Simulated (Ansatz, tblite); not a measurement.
# The cluster Ga5As4+: a ladder of methods and basis sets

An exercise on one series of results from a longer session: the logs are not shown, and one member is left open.

Program: Ansatz 0.2.0, Gaussian basis. Level of theory: as each input shows. These are calculated values, not measurements.

Plan: GFN1-xTB, GFN2-xTB, PBE-D4/def2-TZVP, r2SCAN-D4/def2-TZVP, PBE-D4/def2-SVP, PBE0-D4/def2-SVP, HF/STO-3G, HF/6-31G, B3LYP-D4/6-31G.

4 further runs of the same task are left out: 4 that didn't finish.

### The structure

The geometry is that of the singlet, from an earlier relaxation (PBE-D4/def2-SVP). At that level it is the lowest of the isomers that a small search found.

9 atoms, charge 1, spin multiplicity 1.

Bond lengths: Ga1–As6 2.880 Å, Ga1–As9 2.879 Å, Ga2–As7 2.633 Å, Ga3–As7 2.767 Å, Ga3–As9 2.753 Å, Ga4–As6 2.878 Å, Ga4–As9 2.877 Å, Ga5–As6 2.752 Å, Ga5–As7 2.765 Å, As6–As8 2.516 Å, As6–As9 2.541 Å, As7–As8 2.537 Å, As8–As9 2.516 Å. Angles: As6–Ga1–As9 52.4°, As7–Ga3–As9 86.1°, As6–Ga4–As9 52.4°, As6–Ga5–As7 86.2°, Ga1–As6–Ga4 121.4°, Ga1–As6–Ga5 75.0°, Ga1–As6–As8 84.4°, Ga1–As6–As9 63.8°, Ga4–As6–Ga5 155.5°, Ga4–As6–As8 90.8°, Ga4–As6–As9 63.8°, Ga5–As6–As8 71.8°, Ga5–As6–As9 117.4°, As8–As6–As9 59.7°, Ga2–As7–Ga3 100.2°, Ga2–As7–Ga5 100.2°, Ga2–As7–As8 80.0°, Ga3–As7–Ga5 132.9° and more.

The ion is computed in the gas phase, without counter-ions or solvent.

PBE0-D4/def2-TZVP was run before; its log isn't repeated, and its numbers join the tables.

The first run:

Tight binding, by tblite at 300 K electronic temperature and without a spin-polarisation term:

```python
tblite.interface.Calculator('GFN1-xTB', numbers, positions, charge=1, uhf=0).singlepoint()
```

Tight binding, by tblite at 300 K electronic temperature and without a spin-polarisation term:

```python
tblite.interface.Calculator('GFN2-xTB', numbers, positions, charge=1, uhf=0).singlepoint()
```

start.molden holds the orbitals of an earlier run on this state, given as this run's starting guess.

The input, in.yaml:

```yaml
crystal:
  periodic: [false, false, false]
  atoms:
    - {symbol: Ga, position_ang: [-2.191860, -1.034457, 0.141807]}
    - {symbol: Ga, position_ang: [1.169956, 2.672116, 2.412159]}
    - {symbol: Ga, position_ang: [0.479534, -1.410863, 2.261280]}
    - {symbol: Ga, position_ang: [1.537105, -1.849723, -3.120241]}
    - {symbol: Ga, position_ang: [-1.408492, 2.171934, -0.792550]}
    - {symbol: As, position_ang: [-0.461669, -0.125994, -1.973534]}
    - {symbol: As, position_ang: [-0.705103, 1.004464, 1.613314]}
    - {symbol: As, position_ang: [1.096955, 0.494182, -0.097862]}
    - {symbol: As, position_ang: [0.483563, -1.921660, -0.444353]}
basis:
  gaussian: {orbitals: def2-TZVP, initial_orbitals: start.molden}
total_charge: 1
hamiltonian: {xc: pbe, dispersion: d4}
scf: {omitted_lower_state_checks: [starts]}
output: {orbitals: {seedname: orbitals}}
```

Command:

```bash
$ ansatz run in.yaml --threads 6 --pin off --events-out ev --progress --plain --max-ram 7833MiB
```

Steps of the session up to this table: PBE-D4/def2-TZVP; r2SCAN-D4/def2-TZVP; PBE-D4/def2-SVP; PBE0-D4/def2-SVP; HF/STO-3G; HF/6-31G; B3LYP-D4/6-31G.

One of the session's tables, all rows but one given; the rest of the session is left out.

It belongs to the step «Levels side by side». 

```
              level  HOMO (eV)  LUMO (eV)  gap (eV)
          HF/STO-3G      -8.56      -0.54      8.02
           HF/6-31G          ?          ?         ?
    PBE-D4/def2-SVP      -8.30      -6.66      1.63
   PBE-D4/def2-TZVP      -8.25      -6.63      1.62
r2SCAN-D4/def2-TZVP      -8.47      -6.63      1.84
     B3LYP-D4/6-31G      -8.75      -6.18      2.57
   PBE0-D4/def2-SVP      -8.98      -6.05      2.93
  PBE0-D4/def2-TZVP      -8.93      -6.02      2.91
```

Q: Estimate the row for HF/6-31G from the others.

**Answer.** HOMO (eV): -10.35; LUMO (eV): -3.49; gap (eV): 6.86. In the column «HOMO (eV)» it is the lowest.
